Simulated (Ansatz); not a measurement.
The system is CsLiCr2Te2S3.

```
Cs Li Cr Te S
1.0
     3.42162   -5.18069    0.00784
     3.42162    5.18069    0.00784
    -2.90411    0.00000    7.43093
Cs Li Cr Te S
1 1 2 2 3
Direct
  0.09374 0.09374 0.00853
  0.58875 0.58875 0.55336
  0.05646 0.46755 0.55790
  0.46755 0.05646 0.55790
  0.56486 0.87357 0.29035
  0.87357 0.56486 0.29035
  0.81151 0.39697 0.73347
  0.39697 0.81151 0.73347
  0.21404 0.21404 0.48371
```

The cell was built by a generator and needn't be a form met in nature.

```yaml
Program: Ansatz 0.2.0
Task: relaxation of cell and atoms
Functional: PBEsol
Potentials_or_basis: Ansatz PAW
Cutoff: "420 eV (not typed: the program's choice for these potentials)"
k_mesh: 4 × 4 × 3
Occupations: fermi-dirac, width 0.05 eV
Spin: collinear spin, ferromagnetic start
Starting_moments: "[0.0, 0.0, 3.0, 3.0, 0.0, 0.0, 0.0, 0.0, 0.0] μB"
```

At the start: volume 29.30 Å³/atom.

Problem. Where does the relaxation end?

Solution. It ends after 33 steps and the volume is 25.62 Å³/atom (-12.5 %); space group Cm (No. 8, to 0.05 Å); moment 5.04 μB per cell.

The path:
| step | energy change (eV) | largest force (eV/Å) | volume (Å³) |
| --- | --- | --- | --- |
| 1 | 0.0000 | 0.2911 | 263.68 |
| 2 | -0.0843 | 0.3448 | 249.37 |
| 3 | -0.1379 | 0.1199 | 244.25 |
| 4 | -0.1567 | 0.1524 | 241.08 |
| 5 | -0.2416 | 0.2748 | 226.91 |
| 6 | -0.2636 | 0.4204 | 215.10 |
| 7 | -0.2758 | 1.2176 | 243.51 |
| 8 | -0.4541 | 0.3655 | 234.27 |
| 9 | -0.4935 | 0.1400 | 231.35 |
| 10 | -0.5210 | 0.2203 | 231.31 |
| 11 | -0.5450 | 0.1455 | 233.90 |
| 12 | -0.5700 | 0.1101 | 239.03 |
| 13 | -0.5986 | 0.1913 | 246.56 |
| 14 | -0.6128 | 0.2543 | 248.38 |
| 15 | -0.6447 | 0.1290 | 253.93 |
| 16 | -0.6649 | 0.1925 | 256.33 |
| 17 | -0.7220 | 0.2838 | 257.92 |
| 18 | -0.7636 | 0.1273 | 258.07 |
| 19 | -0.7848 | 0.0844 | 257.76 |
| 20 | -0.8106 | 0.1076 | 256.63 |
| 21 | -0.8472 | 0.0997 | 255.44 |
| 22 | -0.8939 | 0.0642 | 251.66 |
| 23 | -0.9254 | 0.1070 | 245.50 |
| 24 | -0.9476 | 0.1217 | 240.31 |
| 25 | -0.9779 | 0.1350 | 232.56 |
| 26 | -0.9840 | 0.0439 | 232.29 |
| 27 | -0.9853 | 0.0354 | 229.75 |
| 28 | -0.9857 | 0.0106 | 230.04 |
| 29 | -0.9867 | 0.0104 | 230.04 |
| 30 | -0.9868 | 0.0059 | 230.34 |
| 31 | -0.9869 | 0.0048 | 230.41 |
| 32 | -0.9869 | 0.0032 | 230.60 |
| 33 | -0.9870 | 0.0032 | 230.60 |

Final structure:
```
Cs Li Cr Te S
1.0
     2.93432   -5.15947    0.39072
     2.93432    5.15947    0.39072
    -1.65890    0.00000    7.39505
Cs Li Cr Te S
1 1 2 2 3
Direct
  0.97766 0.97766 0.98610
  0.61464 0.61464 0.54089
  0.02123 0.40434 0.55577
  0.40434 0.02123 0.55577
  0.67003 0.26498 0.27630
  0.26498 0.67003 0.27630
  0.71348 0.35183 0.73846
  0.35183 0.71348 0.73846
  0.04926 0.04926 0.54097
```

Caveat: the plane-wave basis is chosen anew once the cell has moved, so the energies of steps on either side of that aren't comparable; only a ferromagnetic start was run, and an antiferromagnetic order may lie lower in energy; the PAW data sets come from PBE, with cores solved anew for the run's functional, which leaves a small shift of forces and pressure.
